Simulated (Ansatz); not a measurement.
# C₂H₂AlCl (SMILES C#[C][AlH][Cl]): functionals against CCSD(T) at one geometry

An exercise on one series of results from a longer session: the logs are not shown, and one member is left open.

Computed with Ansatz 0.2.0, Gaussian basis. Level: single points in def2-TZVPP.

Cores are frozen in the correlated methods.

### The system as given

SMILES `C#[C][AlH][Cl]`, 6 atoms, charge 0, spin multiplicity 1.

Atoms are counted from 1 here; the program's logs count them from 0.

Bond lengths: C1–C2 1.221 Å, C1–H5 1.070 Å, C2–Al3 1.944 Å, Al3–Cl4 2.021 Å, Al3–H6 1.560 Å. Angles: C2–C1–H5 175.1°, C1–C2–Al3 176.0°, C2–Al3–Cl4 124.8°, C2–Al3–H6 117.3°, Cl4–Al3–H6 117.9°.

Geometry (Å):

```mol
C2H2AlCl
  3D, bonds by distance, orders not assigned

  6  5  0  0  0  0  0  0  0  0999 V2000
    0.3036    0.9111   -1.6681 C   0  0
    0.1374    0.3900   -0.5761 C   0  0
   -0.1348   -0.5601    1.0978 Al  0  0
   -1.1190   -2.3160    1.2803 Cl  0  0
    0.4260    1.4475   -2.5857 H   0  0
    0.4430    0.0900    2.3931 H   0  0
  1  2  8  0
  1  5  8  0
  2  3  8  0
  3  4  8  0
  3  6  8  0
M  END
```

Set-up of the first run:

Input file run/in.yaml:

```yaml
crystal:
  periodic: [false, false, false]
  atoms:
    - {symbol: C, position_ang: [0.303600, 0.911100, -1.668100]}
    - {symbol: C, position_ang: [0.137400, 0.390000, -0.576100]}
    - {symbol: Al, position_ang: [-0.134800, -0.560100, 1.097800]}
    - {symbol: Cl, position_ang: [-1.119000, -2.316000, 1.280300]}
    - {symbol: H, position_ang: [0.426000, 1.447500, -2.585700]}
    - {symbol: H, position_ang: [0.443000, 0.090000, 2.393100]}
basis:
  gaussian: {orbitals: def2-TZVPP}
correlation: {method: ccsd_t}
output: {forces: true}
```

The command line of these runs was not kept.

Steps of the session up to this table: CCSD(T)/def2-TZVPP; PBE0-D4/def2-TZVPP; wB97M-V/def2-TZVPP; r2SCAN-D4/def2-TZVPP; PBE-D4/def2-TZVPP; r2SCAN0-D4/def2-TZVPP; SPW92/def2-TZVPP.

One table of the session follows, with a row left open; its other results are not shown here.

| method | RMS force component (eV/Å) | angle to CCSD(T) forces (°) | dipole (D) |
| --- | --- | --- | --- |
| CCSD(T) | 0.635 | reference | 1.00 |
| PBE0-D4 | 0.610 | 40.2 | 1.06 |
| wB97M-V | 0.660 | 47.0 | 1.00 |
| r2SCAN-D4 | 0.592 | 28.8 | 1.09 |
| PBE-D4 | 0.627 | 13.2 | 1.01 |
| r2SCAN0-D4 | 0.650 | 50.3 | 1.10 |
| SPW92 | ? | ? | ? |

**Question.** Estimate the row for SPW92.

As computed: RMS force component (eV/Å): 0.572; angle to CCSD(T) forces (°): 33.6; dipole (D): 1.04. In the column «RMS force component (eV/Å)» it is the lowest.
